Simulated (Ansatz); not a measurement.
# Ti3S2 (R32) in Ansatz: further runs, part 2 of 2

Ansatz 0.2.0. The steps go on from the part before.

### Step 6. Projected density of states, PBEsol+U

input.yaml

```yaml
crystal:
  lattice:
    - [2.7131139241, 1.5664170544, 3.2376184047]
    - [-2.7131139241, 1.5664170544, 3.2376184047]
    - [0.0, -3.1328341088, 3.2376184047]
  atoms:
    - { symbol: Ti, position: [0.0, 0.335655, 0.664345] }
    - { symbol: Ti, position: [0.664345, 0.0, 0.335655] }
    - { symbol: Ti, position: [0.335655, 0.664345, 0.0] }
    - { symbol: S, position: [0.167839, 0.167839, 0.167839] }
    - { symbol: S, position: [0.832161, 0.832161, 0.832161] }
hamiltonian:
  xc: pbesol
  pseudopotentials: { kind: paw }
  hubbard: { sites: [{ species: Ti, l: d, u_eff: 4.0 }] }
kpoints:
  mp_grid: { grid: [6, 6, 6] }
scf:
  occupations: { method: fermi_dirac, width: 0.05 }
  n_extra_bands: 12
output:
  forces: true
  stress: true
  eigenvalues: true
  dos: { projected: true, de: 0.05, nscf_kmesh: { grid: [9, 9, 9] } }
```

Potentials or basis: Ansatz PAW.

Command:

```
$ ansatz run input.yaml --threads 2 --pin off --max-ram 5632MiB --backend cpu --events-out ev --progress --plain --runs-dir out
```

The program printed:

```text
Warning: RAYON_NUM_THREADS=2 ignored (pool sized by the plan → 2); use --threads N
Ti: projections on atomic orbitals take those of the free atom [Ne] 3s2 3p6 3d2 4s2, of charge +0.00 (hamiltonian.pseudopotentials.projection_atoms); the dataset's partial waves leave at most 4.1e-7 of an orbital's norm unspanned inside its sphere
[... 80 lines left out ...]
  k-point 1: bands = ["-44.9686", "-44.9265", "-44.9225", "-21.4240", "-21.4117", "-21.3838", "-21.3677", "-21.3324", "-21.3210", "-21.2747", "-21.1820", "-21.1641", "-2.7604", "-0.9386", "6.4200", "6.6253", "6.8007", "7.9425", "8.3542", "8.6517", "10.4242", "11.6023", "12.3830", "12.4801", "13.0110", "13.4608", "13.9007", "14.6050", "14.6595", "14.8503", "15.1270", "15.3287", "15.6780", "15.9008", "16.5026", "16.6084"]
  k-point 2: bands = ["-44.9589", "-44.9339", "-44.9225", "-21.4403", "-21.4274", "-21.3843", "-21.3545", "-21.3322", "-21.2998", "-21.2431", "-21.2189", "-21.1726", "-2.4205", "-1.2074", "6.3607", "6.5313", "6.8091", "7.6663", "8.1562", "8.9694", "10.9371", "11.9385", "12.0315", "12.1926", "12.7074", "13.6930", "13.7781", "14.3297", "14.5091", "14.9295", "15.1088", "15.2628", "15.5919", "15.8122", "16.2087", "17.2986"]
  k-point 31: bands = ["-44.9570", "-44.9288", "-44.9288", "-21.4962", "-21.4200", "-21.3682", "-21.3682", "-21.3309", "-21.3150", "-21.3150", "-21.1458", "-21.1458", "-1.7850", "-1.0284", "5.0039", "6.3192", "6.3192", "7.8344", "8.3309", "8.3309", "11.7612", "12.3721", "12.3721", "12.5412", "13.0448", "13.0448", "13.8444", "13.8444", "14.3292", "14.3292", "14.4856", "14.9709", "14.9709", "15.2591", "15.7513", "17.5993"]
Occupation matrices written to <dir>
```

dos.tsv:

```text
# E-E_F[eV]	g_bin_mean(E)[states/eV]	N(E)
# format = ansatz-dos/2
# fermi_ev = 12.675902
# fermi_mp_grid = 9 9 9
# fermi_mp_shift = 0 0 0
# nscf_kmesh_grid = 9 9 9
# nscf_kmesh_shift = 0 0 0
# tetrahedron_fermi_ev = 12.708030
# g_bin_mean(E): the states in a bin one row spacing wide, centred on E, divided by that spacing. States that the method places at a single energy (under output.dos.method: tetrahedron, those of a tetrahedron whose four corners have one energy) are counted whole in the row whose bin holds that energy (on the edge of two bins, in the lower row). The sum of g_bin_mean over a run of rows, times the row spacing, is the number of states from half a spacing under the first of them to half a spacing over the last (a plain sum, not the trapezoid rule).
-58.148026	0.000000e0	0.000000e0
-58.098026	0.000000e0	0.000000e0
-58.048026	0.000000e0	0.000000e0
-57.998026	0.000000e0	0.000000e0
-57.948026	0.000000e0	0.000000e0
-57.898026	0.000000e0	0.000000e0
[... 1263 lines left out ...]
5.301974	0.000000e0	7.200000e1
5.351974	0.000000e0	7.200000e1
```

It took 22 s on 2 threads of Arm Neoverse V1, shared host; peak memory 0.5 GiB.

Results:

```
Free energy                          : -9184.5232 eV
Pressure                             : 0.4 GPa
Largest force                        : 0.090 eV/Å
Band gap on the k mesh               : none (metal or under the smearing width)
Density of states at the Fermi level : 0.64 states/eV per cell
```

Forces in eV/Å, atoms in the order of the input:
```
Ti   0.039 -0.068  0.000
Ti   0.039  0.068  0.000
Ti  -0.079  0.000  0.000
S    0.000  0.000  0.090
S    0.000  0.000 -0.090
```

States per cell in windows of 1 eV (zero at the Fermi level; states under -8 eV left out):
| from (eV) | total | Ti 3d | S 3p | Ti 4s | S 3s | Ti 3p | Ti 3s |
| --- | --- | --- | --- | --- | --- | --- | --- |
| -8.0 | 0.45 | 0.05 | 0.29 | 0.09 | 0.00 | 0.00 | 0.01 |
| -7.0 | 3.54 | 0.51 | 2.48 | 0.39 | 0.05 | 0.04 | 0.05 |
| -6.0 | 2.49 | 0.43 | 1.84 | 0.11 | 0.04 | 0.03 | 0.01 |
| -5.0 | 3.51 | 0.72 | 2.55 | 0.11 | 0.04 | 0.03 | 0.01 |
| -4.0 | 2.02 | 0.44 | 1.52 | 0.02 | 0.00 | 0.01 | 0.00 |
| -3.0 | 0.09 | 0.07 | 0.00 | 0.02 | 0.00 | 0.00 | 0.00 |
| -2.0 | 2.31 | 1.84 | 0.06 | 0.24 | 0.02 | 0.00 | 0.00 |
| -1.0 | 5.53 | 4.45 | 0.21 | 0.44 | 0.03 | 0.01 | 0.00 |
| 0.0 | 3.79 | 3.35 | 0.10 | 0.12 | 0.01 | 0.00 | 0.00 |
| 1.0 | 6.63 | 5.93 | 0.23 | 0.15 | 0.05 | 0.00 | 0.00 |
| 2.0 | 7.84 | 6.72 | 0.51 | 0.18 | 0.17 | 0.00 | 0.01 |
| 3.0 | 3.65 | 2.53 | 0.53 | 0.17 | 0.17 | 0.00 | 0.00 |
| 4.0 | 2.16 | 0.88 | 0.32 | 0.33 | 0.12 | 0.00 | 0.01 |
| 5.0 | 0.00 | 0.00 | 0.00 | 0.00 | 0.00 | 0.00 | 0.00 |
| 6.0 | 0.00 | 0.00 | 0.00 | 0.00 | 0.00 | 0.00 | 0.00 |
| 7.0 | 0.00 | 0.00 | 0.00 | 0.00 | 0.00 | 0.00 | 0.00 |

Eigenvalues of the final occupation matrices:
```tsv
site	spin	trace	eigenvalues
site 1	1	1.48	0.18 0.20 0.28 0.39 0.43
site 2	1	1.48	0.18 0.20 0.28 0.39 0.43
site 3	1	1.48	0.18 0.20 0.28 0.39 0.43
```

Caveat: U without spin polarisation on a metal has little footing; the PAW data sets come from PBE, with cores solved anew for the run's functional, which leaves a small shift of forces and pressure; the density of states is complete only up to the lowest level of the last band computed.

### Step 7. The runs side by side

| level | U | hubbard projectors | double counting | gap on the mesh (eV) | pressure (GPa) | largest force (eV/Å) |
| --- | --- | --- | --- | --- | --- | --- |
| PBEsol | - | - | - | none | -4.5 | 0.04 |
| PBEsol+U | Ti d U = 1 eV | ortho-atomic (the default) | fll (the default) | none | -3.5 | 0.04 |
| PBEsol+U | Ti d U = 2 eV | ortho-atomic (the default) | fll (the default) | none | -2.4 | 0.03 |
| PBEsol+U | Ti d U = 3 eV | ortho-atomic (the default) | fll (the default) | none | -1.1 | 0.04 |
| PBEsol+U | Ti d U = 4 eV | ortho-atomic (the default) | fll (the default) | none | 0.4 | 0.09 |

Alike in all rows: task projected density of states; potentials or basis Ansatz PAW; no spin polarisation; cell as given; k mesh 6 × 6 × 6; cutoff (eV) 420; smearing fermi-dirac 0.05 eV.

Every run on the cell as given and a fine mesh finds a metal. The pressure there spans -4.5 GPa (PBEsol) to 0.4 GPa (PBEsol+U); a positive pressure means that this level wants a larger cell, a negative one a smaller.

Caveats: the PAW data sets come from PBE, with cores solved anew for the run's functional, which leaves a small shift of forces and pressure; the density of states is complete only up to the lowest level of the last band computed; U without spin polarisation on a metal has little footing (some runs).

Absolute energies hang on the potentials; compare differences alone.
